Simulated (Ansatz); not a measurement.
Al3Au, 4 atoms in the cell. The typed cell holds 4 atoms: a = 4.966 Å, b = 4.966 Å, c = 4.966 Å, α = 131.86°, β = 131.86°, γ = 70.45°. The cell comes from a database or a generator and needn't be the stable form of this composition. The cell isn't the ideal one: atoms moved at random, drawn with an rms of 0.05 Å.

* Program: Ansatz 0.2.0
* Task: single point
* Functional: PBEsol
* Potentials or basis: all-electron LAPW, scalar-relativistic
* Cutoff: 210 eV (chosen from the basis error)
* Basis error allowed: 0.001 eV/atom
* k mesh: 9 × 9 × 9
* Occupations: fermi-dirac, width 0.05 eV
* Spin: no spin polarisation

Potentials or basis: all-electron LAPW, scalar-relativistic.

The run is started by

```console
$ ansatz run input.yaml --threads 2 --pin off --max-ram 8192MiB --backend cpu --events-out ev --progress --plain --runs-dir out
```

Hardware: 2 threads of AMD EPYC 9R45 96-Core Processor (Zen 5), on a shared host.

Task: How long does it take, and how much memory?

Result: Wall time 55 s on 2 threads of AMD EPYC 9R45 96-Core Processor (Zen 5), on a shared host, peak memory 1.4 GiB. Counts: scf iterations 10, plane waves 445, k points 365, bands 40.
